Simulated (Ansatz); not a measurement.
**C2H4FNOSi: up Jacob's ladder to CCSD(T)**

The task here is to estimate one member of a computed series from the others.

The runs use Ansatz 0.2.0, Gaussian basis; functionals in def2-TZVPP, the program's frozen cores in correlated methods.

Plan: PBE-D4, r2SCAN-D4, PBE0-D4, B3LYP-D4, ωB97X-V, ωB97M-V, B2PLYP; CCSD(T)/def2-TZVPP; MP2/def2-QZVPP; extrapolation to the limit.

### The geometry

The geometry comes from an earlier relaxation with PBE0-D4 in a triple-zeta def2 set; it is a stationary point, not always the lowest conformer.

10 atoms, charge 0, spin multiplicity 1.

Atoms are counted from 1 here; the program's logs count them from 0.

Bond lengths: F1–C2 1.340 Å, C2–Si3 1.918 Å, C2–N4 1.460 Å, C2–O6 1.481 Å, Si3–H7 1.481 Å, Si3–H8 1.482 Å, Si3–H9 1.481 Å, N4–C5 1.279 Å, C5–O6 1.353 Å, C5–H10 1.085 Å. Angles: F1–C2–Si3 113.1°, F1–C2–N4 114.9°, F1–C2–O6 110.4°, Si3–C2–N4 115.0°, Si3–C2–O6 110.9°, N4–C2–O6 90.3°, C2–Si3–H7 107.8°, C2–Si3–H8 108.1°, C2–Si3–H9 107.0°, H7–Si3–H8 110.8°, H7–Si3–H9 111.5°, H8–Si3–H9 111.4°, C2–N4–C5 84.0°, N4–C5–O6 104.7°, N4–C5–H10 132.8°, O6–C5–H10 122.5°, C2–O6–C5 80.7°.

Coordinates:

```
F    -1.6210   -0.3569    1.0674
C    -0.5712    0.0676    0.3518
Si    0.7815   -1.2741    0.1347
N    -0.0753    1.3918    0.7138
C    -0.4270    1.7024   -0.4760
O    -1.0177    0.5857   -0.9614
H     1.3339   -1.5810    1.4740
H     0.1486   -2.4745   -0.4614
H     1.8138   -0.7061   -0.7618
H    -0.2825    2.5939   -1.0781
```

Set-up of the first run:

in.yaml

```yaml
crystal:
  periodic: [false, false, false]
  atoms:
    - {symbol: F, position_ang: [-1.620977, -0.356851, 1.067423]}
    - {symbol: C, position_ang: [-0.571159, 0.067618, 0.351818]}
    - {symbol: Si, position_ang: [0.781498, -1.274106, 0.134690]}
    - {symbol: N, position_ang: [-0.075315, 1.391837, 0.713756]}
    - {symbol: C, position_ang: [-0.427021, 1.702374, -0.475956]}
    - {symbol: O, position_ang: [-1.017741, 0.585748, -0.961404]}
    - {symbol: H, position_ang: [1.333943, -1.580962, 1.473967]}
    - {symbol: H, position_ang: [0.148589, -2.474503, -0.461351]}
    - {symbol: H, position_ang: [1.813825, -0.706145, -0.761830]}
    - {symbol: H, position_ang: [-0.282543, 2.593890, -1.078115]}
basis:
  gaussian: {orbitals: def2-TZVPP}
hamiltonian: {xc: pbe, dispersion: d4}
output: {forces: true, orbitals: {seedname: orbitals}}
```

Launch:

```
$ ansatz run in.yaml --threads 4 --pin off --events-out ev --progress --plain --max-ram 10444MiB
```

Steps of the session up to this table: PBE-D4 (GGA); r2SCAN-D4 (meta-GGA); PBE0-D4 (hybrid); B3LYP-D4 (hybrid); ωB97X-V (range-separated); ωB97M-V (range-separated); B2PLYP (double hybrid); CCSD(T) in def2-TZVPP; MP2 in def2-QZVPP.

One table of the session follows, with a row left open; its other results are not shown here.

It belongs to the step «Atomisation energies». 

```
            method  atomisation energy (kJ/mol)
            PBE-D4                       3945.2
         r2SCAN-D4                       3801.7
           PBE0-D4                       3807.9
          B3LYP-D4                       3781.4
           ωB97X-V                       3822.1
           ωB97M-V                       3811.2
            B2PLYP                       3742.5
     HF/def2-TZVPP                       2491.7
    MP2/def2-TZVPP                            ?
   CCSD/def2-TZVPP                       3571.4
CCSD(T)/def2-TZVPP                       3660.7
           MP2/CBS                       3899.0
       CCSD(T)/CBS                       3783.0
```

**Question.** Estimate the row for MP2/def2-TZVPP.

The run gave: atomisation energy (kJ/mol): 3776.6. In the column «atomisation energy (kJ/mol)» it lies between B2PLYP (3742.5) and B3LYP-D4 (3781.4).
